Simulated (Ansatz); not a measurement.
From input file to script: CH10Ge2Si, SMILES [CH3][GeH2][GeH2][SiH3] in Ansatz 0.2.0.

```yaml
crystal:
  periodic: [false, false, false]
  atoms:
    - { symbol: C, position_ang: [1.7701, -0.8713, 0.9029] }
    - { symbol: Ge, position_ang: [1.3048, 0.88, 0.1996] }
    - { symbol: Ge, position_ang: [-0.5902, 0.6577, -1.2422] }
    - { symbol: Si, position_ang: [-2.2942, -0.3833, -0.0766] }
    - { symbol: H, position_ang: [2.6478, -0.7787, 1.5749] }
    - { symbol: H, position_ang: [0.9093, -1.2803, 1.4708] }
    - { symbol: H, position_ang: [2.0158, -1.5525, 0.0627] }
    - { symbol: H, position_ang: [2.5019, 1.4567, -0.5981] }
    - { symbol: H, position_ang: [0.9497, 1.8271, 1.3737] }
    - { symbol: H, position_ang: [-0.2046, -0.2058, -2.4702] }
    - { symbol: H, position_ang: [-1.0564, 2.0595, -1.7107] }
    - { symbol: H, position_ang: [-2.656, 0.4354, 1.0899] }
    - { symbol: H, position_ang: [-3.464, -0.5403, -0.9533] }
    - { symbol: H, position_ang: [-1.834, -1.7042, 0.3767] }
basis:
  gaussian: { orbitals: cc-pVDZ }
hamiltonian:
  xc: cam_b3lyp
output:
  forces: true
```

The program run on that file:
```console
$ ansatz run input.yaml --threads 1 --pin off --max-ram 4096MiB --backend cpu --events-out ev --progress --plain --runs-dir out
Engine: ansatz 0.2.0, aarch64-unknown-linux-gnu
Functional definition: CAM-B3LYP
  parameter alpha = 0.19
  parameter beta = 0.46
  parameter omega = 0.33/bohr
  parameter ac = 0.81
  exchange = (1 - alpha - beta)*b88_x + beta*b88_x_sr(omega) + alpha*exact_x + beta*exact_x_lr(omega)
  correlation = (1 - ac)*vwn5_c + ac*lyp_c
1398 factors; integrals over basis functions are off by at most 1.1e-3 eV
480 factors; integrals over basis functions are off by at most 1.1e-5 eV
mean field evaluation 1: about -122115.2888 eV, gradient 3.4e1 eV
mean field evaluation 2: about -122115.5421 eV, gradient 3.1e1 eV
mean field evaluation 4: about -122118.1039 eV, gradient 4.6e-1 eV
mean field evaluation 8: about -122118.1747 eV, gradient 2.8e-2 eV
mean field -122118.17466365 eV, -4487.7601442174 hartree, gradient 6.9e-5 eV, S^2 0.000000; 0 other end points of the search recorded, 0 dependent functions left out
the calculation of the forces begins
reference -122118.17482653 eV, -4487.7601502031 hartree; 47, 47 occupied and 89, 89 virtual orbitals, 1398 factors
Total energy: -122118.17482653 eV, -4487.7601502031 hartree
Atom 0 at     1.770100    -0.871300     0.902900 Å, force     0.154320    -0.329705     0.187462 eV/Å
Atom 1 at     1.304800     0.880000     0.199600 Å, force     0.277414     0.355784     0.002478 eV/Å
Atom 2 at    -0.590200     0.657700    -1.242200 Å, force     0.329607     0.432515    -0.593409 eV/Å
Atom 3 at    -2.294200    -0.383300    -0.076600 Å, force    -0.281547    -0.085278     0.004164 eV/Å
Atom 4 at     2.647800    -0.778700     1.574900 Å, force    -0.276412    -0.164903    -0.183455 eV/Å
Atom 5 at     0.909300    -1.280300     1.470800 Å, force     0.338813     0.029123    -0.146759 eV/Å
Atom 6 at     2.015800    -1.552500     0.062700 Å, force    -0.052560     0.128181     0.334490 eV/Å
Atom 7 at     2.501900     1.456700    -0.598100 Å, force    -0.069185     0.017054     0.148613 eV/Å
Atom 8 at     0.949700     1.827100     1.373700 Å, force     0.079103    -0.028216    -0.118880 eV/Å
Atom 9 at    -0.204600    -0.205800    -2.470200 Å, force    -0.047972     0.150649     0.058281 eV/Å
Atom 10 at    -1.056400     2.059500    -1.710700 Å, force     0.040645    -0.176013    -0.063908 eV/Å
Atom 11 at    -2.656000     0.435400     1.089900 Å, force    -0.147754     0.199091     0.374095 eV/Å
Atom 12 at    -3.464000    -0.540300    -0.953300 Å, force    -0.424418    -0.112384    -0.172829 eV/Å
Atom 13 at    -1.834000    -1.704200     0.376700 Å, force     0.079945    -0.415898     0.169657 eV/Å
Dipole moment:     0.056111    -0.117906     0.070265 e Å
```

`energy_ch10ge2si.py`
```python
import json
import logging
import sys

import ansatz as az
import numpy as np

logging.basicConfig(stream=sys.stdout, format='%(levelname)s %(message)s')
logger = logging.getLogger('ch10ge2si')
logger.setLevel(logging.INFO)

GEOMETRY = '''
C     1.77010   -0.87130    0.90290
Ge    1.30480    0.88000    0.19960
Ge   -0.59020    0.65770   -1.24220
Si   -2.29420   -0.38330   -0.07660
H     2.64780   -0.77870    1.57490
H     0.90930   -1.28030    1.47080
H     2.01580   -1.55250    0.06270
H     2.50190    1.45670   -0.59810
H     0.94970    1.82710    1.37370
H    -0.20460   -0.20580   -2.47020
H    -1.05640    2.05950   -1.71070
H    -2.65600    0.43540    1.08990
H    -3.46400   -0.54030   -0.95330
H    -1.83400   -1.70420    0.37670
'''

system = az.Crystal.molecule()
for line in GEOMETRY.strip().splitlines():
    symbol, *xyz = line.split()
    system = system.atom(symbol, [float(v) for v in xyz])

setup = (
    system.calculation()
    .basis(gaussian='cc-pVDZ')
    .functional('cam_b3lyp')
    .forces()
)
done = setup.run(threads=1)
data = done.report

logger.info(f'E = {data["free_energy_ev"]:.6f} eV = {data["free_energy_ev"] / 27.211386246:.7f} Ha')
print('converged:', data['converged'], ' doubts:', data['published_state_doubts'] or 'none')

symbols = [site.symbol for site in system.cartesian_sites]
forces = np.array(data['forces_ev_ang'])
print('largest force', round(float(np.linalg.norm(forces, axis=1).max()), 4), 'eV/A, rms', round(float(np.sqrt((forces ** 2).mean())), 4))

charges = data['charge_distribution']
dipole = np.array(charges['dipole_moment_e_ang']) * 4.803205
logger.info('dipole (D): {:.3f} {:.3f} {:.3f}, length {:.3f}'.format(*dipole, np.linalg.norm(dipole)))
logger.info('atom  Mulliken   Lowdin')
for symbol, m, l in zip(symbols, charges['mulliken_charges_e'], charges['lowdin_charges_e']):
    logger.info(f'{symbol:4s} {m:9.3f} {l:8.3f}')
with open('ch10ge2si.json', 'w') as handle:
    json.dump({k: data[k] for k in ('free_energy_ev', 'reference_energy_ev', 'n_occupied', 'n_virtual')}, handle, indent=1)
```

```console
$ python energy_ch10ge2si.py
INFO E = -122118.174827 eV = -4487.7601502 Ha
converged: True  doubts: none
largest force 0.8049 eV/A, rms 0.2318
INFO dipole (D): 0.270 -0.566 0.337, length 0.712
INFO atom  Mulliken   Lowdin
INFO C       -0.206   -0.100
INFO Ge       0.201    0.149
INFO Ge       0.073    0.054
INFO Si       0.186    0.164
INFO H        0.055    0.024
INFO H        0.051    0.024
INFO H        0.052    0.026
INFO H       -0.062   -0.054
INFO H       -0.066   -0.053
INFO H       -0.054   -0.042
INFO H       -0.050   -0.042
INFO H       -0.061   -0.049
INFO H       -0.055   -0.050
INFO H       -0.066   -0.052
```

What to keep in mind:
- Total energies depend on the basis set; only differences at equal settings carry meaning.
- The geometry is a force-field or estimated start, not a minimum of this method, and the basis set is short of its limit.
- The Löwdin charges here are taken after orthogonalising the functions within each atom; they differ from plain Löwdin charges, and their signs can be unphysical.
- The whole script took 17 s on 1 thread of Arm Neoverse V1, on a shared host, peak memory 0.56 GiB.

(Lines on the test bed's own set-up are left out of the output.)
